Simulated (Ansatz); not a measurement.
# HBr with PH3: superposition error and deformation, part 2 of 3

Ansatz 0.2.0, Gaussian basis.

**12. HSE06-D4/def2-TZVPPD**

The inputs:

a/in.yaml

```yaml
crystal:
  periodic: [false, false, false]
  atoms:
    - {symbol: Br, position_ang: [-0.169017, 0.074270, -2.701590]}
    - {symbol: H, position_ang: [-0.076588, 0.033529, -1.278815]}
basis:
  gaussian: {orbitals: "def2-TZVPPD.json"}
hamiltonian: {xc: hse06, dispersion: d4}
```

b/in.yaml

```yaml
crystal:
  periodic: [false, false, false]
  atoms:
    - {symbol: P, position_ang: [0.095877, -0.042102, 1.570061]}
    - {symbol: H, position_ang: [-0.084018, 1.164722, 0.842752]}
    - {symbol: H, position_ang: [-0.909487, -0.733037, 0.842320]}
    - {symbol: H, position_ang: [1.143233, -0.497483, 0.725373]}
basis:
  gaussian: {orbitals: "def2-TZVPPD.json"}
hamiltonian: {xc: hse06, dispersion: d4}
```

One command serves all of them, each in its own folder.

Launch:

```console
> ansatz run in.yaml --threads 2 --pin off --events-out ev --progress --plain --max-ram 5222MiB
```

a printed (excerpt; [...] marks lines left out):

```text
Functional definition: HSE06
  name "HSE06"
  cite "Heyd, Scuseria & Ernzerhof, J. Chem. Phys. 118, 8207 (2003) doi:10.1063/1.1564060"
  cite "Krukau, Vydrov, Izmaylov & Scuseria, J. Chem. Phys. 125, 224106 (2006) doi:10.1063/1.2404663"
  cite "Heyd & Scuseria, J. Chem. Phys. 120, 7274 (2004) doi:10.1063/1.1668634"
  cite "Ernzerhof & Perdew, J. Chem. Phys. 109, 3313 (1998) doi:10.1063/1.476928"
[...]
531 factors; their error is unknown
36 factors; integrals over basis functions are off by at most 9.7e-5 eV
[...]
mean field -70054.73010527 eV, -2574.4638465671 hartree, gradient 1.8e-5 eV, S^2 0.000000; 0 other end points of the search recorded, 0 dependent functions left out
reference -70054.73014312 eV, -2574.4638479581 hartree; 18, 18 occupied and 56, 56 virtual orbitals, 531 factors
Total energy: -70054.73521928 eV, -2574.4640345037 hartree
```

b printed (excerpt; [...] marks lines left out):

```text
[... 6 set-up lines as earlier in the session ...]
[...]
517 factors; their error is unknown
56 factors; integrals over basis functions are off by at most 3.4e-6 eV
[...]
mean field -9333.76577678 eV, -343.0095656428 hartree, gradient 6.8e-6 eV, S^2 0.000000; 0 other end points of the search recorded, 0 dependent functions left out
reference -9333.76580740 eV, -343.0095667683 hartree; 9, 9 occupied and 90, 90 virtual orbitals, 517 factors
Total energy: -9333.78760913 eV, -343.0103679671 hartree
```

They took 0.7 s (a), 0.6 s (b) on 2 threads of Arm Neoverse V1, shared host.

**13. CCSD(T)/def2-TZVPPD**

The same edit goes into each in.yaml of step 12 (a, b):

```diff
-hamiltonian: {xc: hse06, dispersion: d4}
+correlation: {method: ccsd_t}
```

One command serves all of them, each in its own folder.

Launch:

```console
> ansatz run in.yaml --threads 2 --pin off --events-out ev --progress --plain --max-ram 5222MiB
```

Log of a (excerpt; [...] marks lines left out):

```text
Functional definition: HF
  name "HF"
  cite "Fock, Z. Phys. 61, 126 (1930) doi:10.1007/BF01340294"
[... 1 set-up line as earlier in the session ...]
[...]
448 factors; integrals over basis functions are off by at most 1.6e-3 eV
[...]
mean field -70014.95592995 eV, -2573.0021725842 hartree, gradient 1.7e-6 eV, S^2 0.000000; 0 other end points of the search recorded, 0 dependent functions left out
9 core orbitals not correlated: weight in the atoms' cores, before any rotation towards them, 1.000 or more for the frozen orbitals, at most 0.000 for the correlated occupied ones
reference -70014.95592995 eV, -2573.0021725842 hartree; 9, 9 occupied and 56, 56 virtual orbitals, 448 factors
second order -7.88031896 eV of doubles, -0.00000000 eV of singles
cycle   1  -7.96343497 eV  change   -8.3e-2 eV  update   4.5e-2
[...]
cycle   7  -8.15084406 eV  change    2.6e-6 eV  update   1.3e-5
perturbative correction -0.24591243 eV, -0.0090371153 hartree
Total energy: -70023.35268644 eV, -2573.3107476936 hartree
```

b printed (excerpt; [...] marks lines left out):

```text
[... 4 set-up lines as earlier in the session ...]
[...]
541 factors; integrals over basis functions are off by at most 8.5e-4 eV
[...]
mean field -9319.46465445 eV, -342.4840090911 hartree, gradient 1.8e-6 eV, S^2 0.000000; 0 other end points of the search recorded, 0 dependent functions left out
5 core orbitals not correlated: weight in the atoms' cores, before any rotation towards them, 1.000 or more for the frozen orbitals, at most 0.000 for the correlated occupied ones
reference -9319.46465445 eV, -342.4840090911 hartree; 4, 4 occupied and 90, 90 virtual orbitals, 541 factors
second order -4.65850475 eV of doubles, -0.00000000 eV of singles
cycle   1  -5.21688909 eV  change   -5.6e-1 eV  update   5.8e-2
[...]
cycle   9  -5.43412453 eV  change    2.4e-6 eV  update   3.7e-6
perturbative correction -0.18768778 eV, -0.0068973986 hartree
Total energy: -9325.08646676 eV, -342.6906068830 hartree
```

Wall times: 0.7 s (a), 0.8 s (b) on 2 threads of Arm Neoverse V1, shared host.

**14. Relaxing HBr alone**

The input, relax-a/in.yaml:

```yaml
crystal:
  periodic: [false, false, false]
  atoms:
    - {symbol: Br, position_ang: [-0.169017, 0.074270, -2.701590]}
    - {symbol: H, position_ang: [-0.076588, 0.033529, -1.278815]}
basis:
  gaussian: {orbitals: def2-TZVP}
hamiltonian: {xc: pbe0, dispersion: d4}
relax: {f_tol: 0.005, max_steps: 200}
```

Launch:

```console
> ansatz run in.yaml --threads 2 --pin off --events-out ev --progress --plain --max-ram 5222MiB
```

The log of the run (excerpt; [...] marks lines left out):

```text
[... 5 set-up lines as earlier in the session ...]
[...]
457 factors; their error is unknown
[...]
mean field -70054.57234517 eV, -2574.4580489905 hartree, gradient 2.1e-5 eV, S^2 0.000000; 0 other end points of the search recorded, 0 dependent functions left out
[...]
reference -70054.57279944 eV, -2574.4580656844 hartree; 18, 18 occupied and 36, 36 virtual orbitals, 457 factors
Total energy: -70054.57831875 eV, -2574.4582685156 hartree
Atom 0 at    -0.168829     0.074187    -2.698691 Å, force    -0.000009     0.000004    -0.000132 eV/Å
Atom 1 at    -0.076776     0.033612    -1.281714 Å, force     0.000009    -0.000004     0.000132 eV/Å
Dipole moment:     0.012852    -0.005665     0.197841 e Å
```

Wall time 1.5 s (2 threads of Arm Neoverse V1, shared host).

Relaxation path:

| step | energy from step 1 (eV) | largest force component (eV/Å) |
| --- | --- | --- |
| 1 | 0.0000 | 0.1487 |
| 2 | -0.0004 | 0.0264 |
| 3 | -0.0004 | 0.0001 |

The bond:

| bond | before (Å) | after (Å) | change (Å) |
| --- | --- | --- | --- |
| Br1–H2 | 1.426 | 1.421 | -0.006 |

**15. Relaxing PH3 alone**

The input, relax-b/in.yaml:

```yaml
crystal:
  periodic: [false, false, false]
  atoms:
    - {symbol: P, position_ang: [0.095877, -0.042102, 1.570061]}
    - {symbol: H, position_ang: [-0.084018, 1.164722, 0.842752]}
    - {symbol: H, position_ang: [-0.909487, -0.733037, 0.842320]}
    - {symbol: H, position_ang: [1.143233, -0.497483, 0.725373]}
basis:
  gaussian: {orbitals: def2-TZVP}
hamiltonian: {xc: pbe0, dispersion: d4}
relax: {f_tol: 0.005, max_steps: 200}
```

Launch:

```console
> ansatz run in.yaml --threads 2 --pin off --events-out ev --progress --plain --max-ram 5222MiB
```

The log of the run (excerpt; [...] marks lines left out):

```text
[... 5 set-up lines as earlier in the session ...]
[...]
414 factors; their error is unknown
[...]
mean field -9333.94145768 eV, -343.0160217968 hartree, gradient 5.0e-5 eV, S^2 0.000000; 0 other end points of the search recorded, 0 dependent functions left out
[...]
Total energy: -9333.96568163 eV, -343.0169120107 hartree
Atom 0 at     0.096165    -0.042228     1.574681 Å, force    -0.000100     0.000044    -0.002882 eV/Å
Atom 1 at    -0.083584     1.160042     0.841053 Å, force     0.000192    -0.001253     0.000901 eV/Å
Atom 2 at    -0.905768    -0.730163     0.840623 Å, force     0.001048     0.000714     0.000902 eV/Å
Atom 3 at     1.138792    -0.495551     0.724149 Å, force    -0.001140     0.000496     0.001079 eV/Å
Dipole moment:    -0.008690     0.003813    -0.144862 e Å
```

Run time: 1.2 s. Hardware: 2 threads of Arm Neoverse V1, shared host.

Relaxation path:

| step | energy from step 1 (eV) | largest force component (eV/Å) |
| --- | --- | --- |
| 1 | 0.0000 | 0.0344 |
| 2 | -0.0003 | 0.0157 |
| 3 | -0.0003 | 0.0029 |

Distances of close pairs at the start and the end, largest changes first:

| bond | before (Å) | after (Å) | change (Å) |
| --- | --- | --- | --- |
| P1–H4 | 1.421 | 1.420 | -0.001 |
| P1–H2 | 1.420 | 1.420 | -0.001 |
| P1–H3 | 1.420 | 1.420 | -0.001 |

**16. PBE-D4/def2-TZVPPD**

The input, free-a/in.yaml:

```yaml
crystal:
  periodic: [false, false, false]
  atoms:
    - {symbol: Br, position_ang: [-0.168829, 0.074187, -2.698691]}
    - {symbol: H, position_ang: [-0.076776, 0.033612, -1.281714]}
basis:
  gaussian: {orbitals: "def2-TZVPPD.json"}
hamiltonian: {xc: pbe, dispersion: d4}
```

The input, free-b/in.yaml:

```yaml
crystal:
  periodic: [false, false, false]
  atoms:
    - {symbol: P, position_ang: [0.096165, -0.042228, 1.574681]}
    - {symbol: H, position_ang: [-0.083584, 1.160042, 0.841053]}
    - {symbol: H, position_ang: [-0.905768, -0.730163, 0.840623]}
    - {symbol: H, position_ang: [1.138792, -0.495551, 0.724149]}
basis:
  gaussian: {orbitals: "def2-TZVPPD.json"}
hamiltonian: {xc: pbe, dispersion: d4}
```

The same command starts each run, in its folder.

Launch:

```console
> ansatz run in.yaml --threads 2 --pin off --events-out ev --progress --plain --max-ram 5222MiB
```

free-a printed (excerpt; [...] marks lines left out):

```text
[... 4 set-up lines as earlier in the session ...]
[...]
479 factors; their error is unknown
[...]
mean field -70052.16261280 eV, -2574.3694929591 hartree, gradient 2.8e-5 eV, S^2 0.000000; 0 other end points of the search recorded, 0 dependent functions left out
reference -70052.16265622 eV, -2574.3694945547 hartree; 18, 18 occupied and 56, 56 virtual orbitals, 479 factors
Total energy: -70052.16944128 eV, -2574.3697439012 hartree
```

Output in free-b (excerpt; [...] marks lines left out):

```text
[... 4 set-up lines as earlier in the session ...]
[...]
493 factors; their error is unknown
[...]
mean field -9333.07412397 eV, -342.9841478710 hartree, gradient 2.0e-5 eV, S^2 0.000000; 0 other end points of the search recorded, 0 dependent functions left out
reference -9333.07415470 eV, -342.9841490004 hartree; 9, 9 occupied and 90, 90 virtual orbitals, 493 factors
Total energy: -9333.10357104 eV, -342.9852300310 hartree
```

Times: 0.45 s (free-a), 0.45 s (free-b) on 2 threads of Arm Neoverse V1, shared host.

**17. r2SCAN-D4/def2-TZVPPD**

Each input of step 16 (free-a, free-b) changes in the same lines:

```diff
-hamiltonian: {xc: pbe, dispersion: d4}
+hamiltonian: {xc: r2scan, dispersion: d4}
```

The same command starts each run, in its folder.

Launch:

```console
> ansatz run in.yaml --threads 2 --pin off --events-out ev --progress --plain --max-ram 5222MiB
```

Log of free-a (excerpt; [...] marks lines left out):

```text
[... 5 set-up lines as earlier in the session ...]
[...]
479 factors; their error is unknown
[...]
mean field -70062.30092624 eV, -2574.7420691060 hartree, gradient 1.5e-5 eV, S^2 0.000000; 0 other end points of the search recorded, 0 dependent functions left out
reference -70062.30093770 eV, -2574.7420695274 hartree; 18, 18 occupied and 56, 56 virtual orbitals, 479 factors
Total energy: -70062.30239680 eV, -2574.7421231481 hartree
```

Output in free-b (excerpt; [...] marks lines left out):

```text
[... 5 set-up lines as earlier in the session ...]
[...]
493 factors; their error is unknown
[...]
mean field -9336.79394862 eV, -343.1208489054 hartree, gradient 6.6e-6 eV, S^2 0.000000; 0 other end points of the search recorded, 0 dependent functions left out
reference -9336.79395694 eV, -343.1208492113 hartree; 9, 9 occupied and 90, 90 virtual orbitals, 493 factors
Total energy: -9336.80052998 eV, -343.1210907661 hartree
```

They took 0.9 s (free-a), 1 s (free-b) on 2 threads of Arm Neoverse V1, shared host.

**18. PBE0-D4/def2-TZVPPD**

The same edit goes into each in.yaml of step 17 (free-a, free-b):

```diff
-hamiltonian: {xc: r2scan, dispersion: d4}
+hamiltonian: {xc: pbe0, dispersion: d4}
+output: {orbitals: {seedname: orbitals}}
```

Each run has its own folder and the same command.

Launch:

```console
> ansatz run in.yaml --threads 2 --pin off --events-out ev --progress --plain --max-ram 5222MiB
```

Log of free-a (excerpt; [...] marks lines left out):

```text
[... 5 set-up lines as earlier in the session ...]
[...]
531 factors; their error is unknown
[...]
mean field -70054.61607773 eV, -2574.4596561323 hartree, gradient 7.0e-5 eV, S^2 0.000000; 0 other end points of the search recorded, 0 dependent functions left out
reference -70054.61610641 eV, -2574.4596571864 hartree; 18, 18 occupied and 56, 56 virtual orbitals, 531 factors
Total energy: -70054.62162573 eV, -2574.4598600176 hartree
```

Output in free-b (excerpt; [...] marks lines left out):

```text
[... 5 set-up lines as earlier in the session ...]
[...]
517 factors; their error is unknown
[...]
mean field -9333.97140016 eV, -343.0171221630 hartree, gradient 1.3e-5 eV, S^2 0.000000; 0 other end points of the search recorded, 0 dependent functions left out
reference -9333.97142317 eV, -343.0171230086 hartree; 9, 9 occupied and 90, 90 virtual orbitals, 517 factors
Total energy: -9333.99528580 eV, -343.0179999441 hartree
```

Times: 0.45 s (free-a), 0.5 s (free-b) on 2 threads of Arm Neoverse V1, shared host.

Fields of free-a:

Orbitals, density, ELF and potential are computed afterwards from the orbital file.

Frontier orbitals at PBE0-D4/def2-TZVPPD, with the share of their density that lies nearest to each atom:

| orbital | energy (eV) | lies on |
| --- | --- | --- |
| HOMO-1 | -8.79 | Br1 90 %; H2 10 % |
| HOMO | -8.79 | Br1 91 %; H2 9 % |
| LUMO | -0.48 | H2 57 %; Br1 43 % |

ELF in a plane through or near 2 of the atoms.

Ten even steps from ' ' (0.00) to '@' (1.00):
```
                                                        
                ....::::....                            
            ..::--======--::::                          
          ..--++++**##****==--..                        
        ....==****######**++==::..                      
        ..--++##%%%%%%%%##**++--::::....                
        ::--**%%%%%%%%%%####**++++++++--::..            
        ::==**####**======****##%%%%%%##++::            
        ::==**##++--====::==**%%@@@@@@@@%%==..          
        ::==****--++==**++::++@@@@@@@@@@%%++..          
        ::==****--++++**++::++@@@@@@@@@@%%++..          
        ::==**##++--====::==**%%@@@@@@@@%%==..          
        ::==**%%##++======****##%%%%%%##++::            
        ::--**%%%%%%%%%%####**++++++++--::..            
        ..--++####%%%%%%##**++--::::....                
        ....==****######**++==::..                      
          ..--++++**##****==--..                        
            ..::--======--::::..                        
                ....::::....                            
                                                        
```
The map spans 6.6 Å across and 5.2 Å up, centred on the molecule. Atoms in the plane (x, y in Å): Br1 (-0.7, 0.0), H2 (0.7, 0.0).

On the surface of density 0.002 e/bohr³ the electrostatic potential runs, from the 1st to the 99th percentile, from -0.35 V near Br1 to 1.98 V near H2.

**19. B3LYP-D4/def2-TZVPPD**

The same edit goes into each in.yaml of step 18 (free-a, free-b):

```diff
-hamiltonian: {xc: pbe0, dispersion: d4}
-output: {orbitals: {seedname: orbitals}}
+hamiltonian: {xc: {name: B3LYP}, dispersion: d4}
```

One command serves all of them, each in its own folder.

Launch:

```console
> ansatz run in.yaml --threads 2 --pin off --events-out ev --progress --plain --max-ram 5222MiB
```

free-a printed (excerpt; [...] marks lines left out):

```text
[... 6 set-up lines as earlier in the session ...]
[...]
515 factors; their error is unknown
[...]
mean field -70063.61974195 eV, -2574.7905346896 hartree, gradient 6.3e-6 eV, S^2 0.000000; 0 other end points of the search recorded, 0 dependent functions left out
reference -70063.61993055 eV, -2574.7905416203 hartree; 18, 18 occupied and 56, 56 virtual orbitals, 515 factors
Total energy: -70063.63106397 eV, -2574.7909507659 hartree
```

Log of free-b (excerpt; [...] marks lines left out):

```text
[... 6 set-up lines as earlier in the session ...]
[...]
512 factors; their error is unknown
[...]
mean field -9338.34269567 eV, -343.1777643099 hartree, gradient 1.3e-5 eV, S^2 0.000000; 0 other end points of the search recorded, 0 dependent functions left out
reference -9338.34289212 eV, -343.1777715291 hartree; 9, 9 occupied and 90, 90 virtual orbitals, 512 factors
Total energy: -9338.39066567 eV, -343.1795271750 hartree
```

Times: 0.55 s (free-a), 0.65 s (free-b) on 2 threads of Arm Neoverse V1, shared host.

**20. wB97X-V/def2-TZVPPD**

Each input of step 19 (free-a, free-b) changes in the same lines:

```diff
-hamiltonian: {xc: {name: B3LYP}, dispersion: d4}
+hamiltonian: {xc: {name: wB97X-V}}
```

The same command starts each run, in its folder.

Launch:

```console
> ansatz run in.yaml --threads 2 --pin off --events-out ev --progress --plain --max-ram 5222MiB
```

Log of free-a (excerpt; [...] marks lines left out):

```text
[... 5 set-up lines as earlier in the session ...]
[...]
      + integral(e_c_pw_opposite_spin*poly(b97_u_opposite, cos0, cos1)) + vv10(b, c)
515 factors; their error is unknown
102 factors; integrals over basis functions are off by at most 6.0e-5 eV
[...]
mean field -70056.31846629 eV, -2574.5222177579 hartree, gradient 1.7e-5 eV, S^2 0.000000; 0 other end points of the search recorded, 0 dependent functions left out
reference -70056.31846449 eV, -2574.5222176918 hartree; 18, 18 occupied and 56, 56 virtual orbitals, 515 factors
Total energy: -70056.31846449 eV, -2574.5222176918 hartree
```

Output in free-b (excerpt; [...] marks lines left out):

```text
[... 5 set-up lines as earlier in the session ...]
[...]
      + integral(e_c_pw_opposite_spin*poly(b97_u_opposite, cos0, cos1)) + vv10(b, c)
502 factors; their error is unknown
148 factors; integrals over basis functions are off by at most 2.3e-5 eV
[...]
mean field -9336.12224566 eV, -343.0961642772 hartree, gradient 7.5e-6 eV, S^2 0.000000; 0 other end points of the search recorded, 0 dependent functions left out
reference -9336.12224425 eV, -343.0961642254 hartree; 9, 9 occupied and 90, 90 virtual orbitals, 502 factors
Total energy: -9336.12224425 eV, -343.0961642254 hartree
```

They took 1.2 s (free-a), 1.6 s (free-b) on 2 threads of Arm Neoverse V1, shared host.

**21. wB97M-V/def2-TZVPPD**

The same edit goes into each in.yaml of step 20 (free-a, free-b):

```diff
-hamiltonian: {xc: {name: wB97X-V}}
+hamiltonian: {xc: {name: wB97M-V}}
```

The same command starts each run, in its folder.

Launch:

```console
> ansatz run in.yaml --threads 2 --pin off --events-out ev --progress --plain --max-ram 5222MiB
```

Output in free-a (excerpt; [...] marks lines left out):

```text
[... 5 set-up lines as earlier in the session ...]
  # Of w^i u^j: cxij and so on, Table III.
[...]
  gx(w, u) = 1 - cx + cx01*u + cx10*w
[...]
      + integral(e_c_pw_mod_opposite_spin*gos(b97_w_opposite, b97_u_opposite)) + vv10(b, c)
508 factors; their error is unknown
102 factors; integrals over basis functions are off by at most 6.0e-5 eV
[...]
mean field -70058.70045887 eV, -2574.6097543708 hartree, gradient 1.6e-5 eV, S^2 0.000000; 0 other end points of the search recorded, 0 dependent functions left out
reference -70058.70050856 eV, -2574.6097561968 hartree; 18, 18 occupied and 56, 56 virtual orbitals, 508 factors
Total energy: -70058.70050856 eV, -2574.6097561968 hartree
```

Log of free-b (excerpt; [...] marks lines left out):

```text
[... 5 set-up lines as earlier in the session ...]
  # Of w^i u^j: cxij and so on, Table III.
[...]
  gx(w, u) = 1 - cx + cx01*u + cx10*w
[...]
      + integral(e_c_pw_mod_opposite_spin*gos(b97_w_opposite, b97_u_opposite)) + vv10(b, c)
502 factors; their error is unknown
148 factors; integrals over basis functions are off by at most 2.3e-5 eV
[...]
mean field -9336.66146383 eV, -343.1159801793 hartree, gradient 4.3e-5 eV, S^2 0.000000; 0 other end points of the search recorded, 0 dependent functions left out
reference -9336.66149826 eV, -343.1159814446 hartree; 9, 9 occupied and 90, 90 virtual orbitals, 502 factors
Total energy: -9336.66149826 eV, -343.1159814446 hartree
```

Wall times: 1.4 s (free-a), 1.8 s (free-b) on 2 threads of Arm Neoverse V1, shared host.

**22. B2PLYP/def2-TZVPPD**

Each input of step 21 (free-a, free-b) changes in the same lines:

```diff
-hamiltonian: {xc: {name: wB97M-V}}
+hamiltonian: {xc: {name: B2PLYP}}
```

The same command starts each run, in its folder.

Launch:

```console
> ansatz run in.yaml --threads 2 --pin off --events-out ev --progress --plain --max-ram 5222MiB
```

free-a printed (excerpt; [...] marks lines left out):

```text
[... 5 set-up lines as earlier in the session ...]
[...]
448 factors; integrals over basis functions are off by at most 1.5e-3 eV
[...]
mean field -70049.80359941 eV, -2574.2828008163 hartree, gradient 2.0e-6 eV, S^2 0.000000; 0 other end points of the search recorded, 0 dependent functions left out
9 core orbitals not correlated: weight in the atoms' cores, before any rotation towards them, 1.000 or more for the frozen orbitals, at most 0.000 for the correlated occupied ones
reference -70049.80371471 eV, -2574.2828050533 hartree; 9, 9 occupied and 56, 56 virtual orbitals, 448 factors
second order -9.29735646 eV of doubles, -0.00000000 eV of singles
Total energy: -70052.31400096 eV, -2574.3750563713 hartree
```

Output in free-b (excerpt; [...] marks lines left out):

```text
[... 5 set-up lines as earlier in the session ...]
[...]
541 factors; integrals over basis functions are off by at most 8.3e-4 eV
[...]
mean field -9332.56963184 eV, -342.9656081274 hartree, gradient 1.7e-6 eV, S^2 0.000000; 0 other end points of the search recorded, 0 dependent functions left out
5 core orbitals not correlated: weight in the atoms' cores, before any rotation towards them, 1.000 or more for the frozen orbitals, at most 0.000 for the correlated occupied ones
reference -9332.56975616 eV, -342.9656126959 hartree; 4, 4 occupied and 90, 90 virtual orbitals, 541 factors
second order -5.75304324 eV of doubles, -0.00000000 eV of singles
Total energy: -9334.12307783 eV, -343.0226962145 hartree
```

Wall times: 0.8 s (free-a), 0.85 s (free-b) on 2 threads of Arm Neoverse V1, shared host.

(Continued in part 3 of 3.)
